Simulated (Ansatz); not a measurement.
**C4H4F6O: small, medium and large basis sets**

An exercise on one series of results from a longer session: the logs are not shown, and one member is left open.

Computed with Ansatz 0.2.0, Gaussian basis. Level: one geometry, several basis sets.

Plan: PBE0-D4/def2-SVP; ωB97M-V/def2-SVP; PBE0-D4/def2-QZVPP; ωB97M-V/def2-QZVPP; the functionals' def2-TZVPP values are taken from earlier runs.

## The relaxed structure

The geometry comes from an earlier relaxation with PBE0-D4 in a triple-zeta def2 set; it is a stationary point, not always the lowest conformer.

SMILES `FCC(F)(F)COC(F)(F)F`, 15 atoms, charge 0, spin multiplicity 1.

Atoms are counted from 1 here; the program's logs count them from 0.

Bond lengths: F1–C2 1.372 Å, C2–C3 1.514 Å, C2–H12 1.091 Å, C2–H13 1.093 Å, C3–F4 1.356 Å, C3–F5 1.357 Å, C3–C6 1.512 Å, C6–O7 1.420 Å, C6–H14 1.092 Å, C6–H15 1.092 Å, O7–C8 1.341 Å, C8–F9 1.320 Å, C8–F10 1.338 Å, C8–F11 1.338 Å. Angles: F1–C2–C3 109.4°, F1–C2–H12 109.3°, F1–C2–H13 109.4°, C3–C2–H12 109.5°, C3–C2–H13 108.7°, H12–C2–H13 110.5°, C2–C3–F4 107.1°, C2–C3–F5 109.9°, C2–C3–C6 115.4°, F4–C3–F5 107.4°, F4–C3–C6 110.2°, F5–C3–C6 106.6°, C3–C6–O7 107.2°, C3–C6–H14 108.9°, C3–C6–H15 108.4°, O7–C6–H14 110.9°, O7–C6–H15 111.1°, H14–C6–H15 110.3° and more.

The first run:

Contents of in.yaml:

```yaml
crystal:
  periodic: [false, false, false]
  atoms:
    - {symbol: F, position_ang: [-0.025789, 1.955965, 1.517687]}
    - {symbol: C, position_ang: [0.992795, 1.632981, 0.657428]}
    - {symbol: C, position_ang: [0.410217, 1.136258, -0.648546]}
    - {symbol: F, position_ang: [1.451978, 0.791723, -1.445458]}
    - {symbol: F, position_ang: [-0.259256, 2.140940, -1.267206]}
    - {symbol: C, position_ang: [-0.559221, -0.017944, -0.528446]}
    - {symbol: O, position_ang: [0.122484, -1.069943, 0.137863]}
    - {symbol: C, position_ang: [-0.583693, -2.193669, 0.329662]}
    - {symbol: F, position_ang: [0.186443, -3.058099, 0.962846]}
    - {symbol: F, position_ang: [-0.986097, -2.743561, -0.822003]}
    - {symbol: F, position_ang: [-1.683650, -1.984920, 1.062506]}
    - {symbol: H, position_ang: [1.607501, 0.849155, 1.103356]}
    - {symbol: H, position_ang: [1.594098, 2.522713, 0.456021]}
    - {symbol: H, position_ang: [-1.427471, 0.308652, 0.046880]}
    - {symbol: H, position_ang: [-0.862137, -0.320950, -1.533292]}
basis:
  gaussian: {orbitals: def2-SVP}
hamiltonian: {xc: pbe0, dispersion: d4}
output: {orbitals: {seedname: orbitals}}
```

Started as:

```bash
$ ansatz run in.yaml --threads 4 --pin off --events-out ev --progress --plain --max-ram 46080MiB --backend cpu
```

Steps of the session up to this table: PBE0-D4 in def2-SVP; ωB97M-V in def2-SVP; PBE0-D4 in def2-QZVPP; ωB97M-V in def2-QZVPP.

One table of the session follows, with a row left open; its other results are not shown here.

It belongs to the step «Functionals by basis». 

| functional | basis | HOMO (eV) | LUMO (eV) |
| --- | --- | --- | --- |
| PBE0-D4 | def2-SVP | -9.77 | 1.85 |
| PBE0-D4 | def2-TZVPP | -9.90 | 1.24 |
| PBE0-D4 | def2-QZVPP | -9.94 | 0.83 |
| ωB97M-V | def2-SVP | ? | ? |
| ωB97M-V | def2-TZVPP | -12.31 | 2.87 |
| ωB97M-V | def2-QZVPP | -12.35 | 2.05 |

Q: Estimate the row for ωB97M-V, def2-SVP from the others.

**Answer.** HOMO (eV): -12.15; LUMO (eV): 3.73. In the column «HOMO (eV)» it lies between ωB97M-V, def2-TZVPP (-12.31) and PBE0-D4, def2-QZVPP (-9.94).
